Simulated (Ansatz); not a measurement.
# C3H7Li: the cost of one run

All numbers below are computed with Ansatz 0.2.0 (RKS CAM-B3LYP/6-31G*).

## (1) Starting point

Bond lengths: Li1–C2 1.931 Å, C2–C3 1.535 Å, C2–C4 1.535 Å, C2–H5 1.102 Å, C3–H6 1.091 Å, C3–H7 1.098 Å, C3–H8 1.094 Å, C4–H9 1.091 Å, C4–H10 1.094 Å, C4–H11 1.098 Å. Angles (14 of 18 angles, heavy atoms first): Li1–C2–C3 108.1°, Li1–C2–C4 106.5°, C3–C2–C4 107.9°, Li1–C2–H5 122.8°, C3–C2–H5 105.4°, C4–C2–H5 105.4°, C2–C3–H6 111.1°, C2–C3–H7 111.2°, C2–C3–H8 111.5°, C2–C4–H9 111.1°, C2–C4–H10 111.5°, C2–C4–H11 111.2°, H6–C3–H7 107.6°, H6–C3–H8 108.3°.

Coordinates:

```xyz
11

Li   -2.1467    0.7246   -0.3136
C    -0.2266    0.5943   -0.1572
C     0.1036    0.1098    1.2610
C     0.2190   -0.4943   -1.1429
H     0.4465    1.4480   -0.3387
H    -0.1020    0.8867    1.9989
H     1.1642   -0.1615    1.3502
H    -0.4784   -0.7775    1.5265
H     0.0974   -0.1631   -2.1758
H    -0.3544   -1.4164   -1.0090
H     1.2774   -0.7506   -0.9992
```

## (2) End point A

The input, input.yaml:

```yaml
crystal:
  periodic: [false, false, false]
  atoms:
    - { symbol: Li, position_ang: [-2.1467, 0.72455, -0.31356] }
    - { symbol: C, position_ang: [-0.22664, 0.59427, -0.15724] }
    - { symbol: C, position_ang: [0.10362, 0.10975, 1.26096] }
    - { symbol: C, position_ang: [0.21899, -0.49428, -1.14294] }
    - { symbol: H, position_ang: [0.44653, 1.44796, -0.33873] }
    - { symbol: H, position_ang: [-0.10204, 0.88674, 1.99885] }
    - { symbol: H, position_ang: [1.16417, -0.16146, 1.35021] }
    - { symbol: H, position_ang: [-0.47836, -0.7775, 1.52648] }
    - { symbol: H, position_ang: [0.09744, -0.16311, -2.17584] }
    - { symbol: H, position_ang: [-0.35438, -1.41636, -1.00897] }
    - { symbol: H, position_ang: [1.27737, -0.75057, -0.99921] }
basis:
  gaussian: { orbitals: "6-31G*" }
hamiltonian:
  xc: cam_b3lyp
relax:
  f_tol: 0.015
  max_steps: 40
output:
  orbitals: {}
```

Started as:

```
> ansatz run input.yaml --threads 1 --pin off --max-ram 2048MiB --backend cpu --events-out ev --progress --plain --runs-dir out
```

**Question.** How long does this run take on 1 thread of Intel Xeon at 2.50GHz (Skylake/Cascade Lake), shared host, and how much memory does it need?

About 67 s, with a peak of 0.17 GiB.
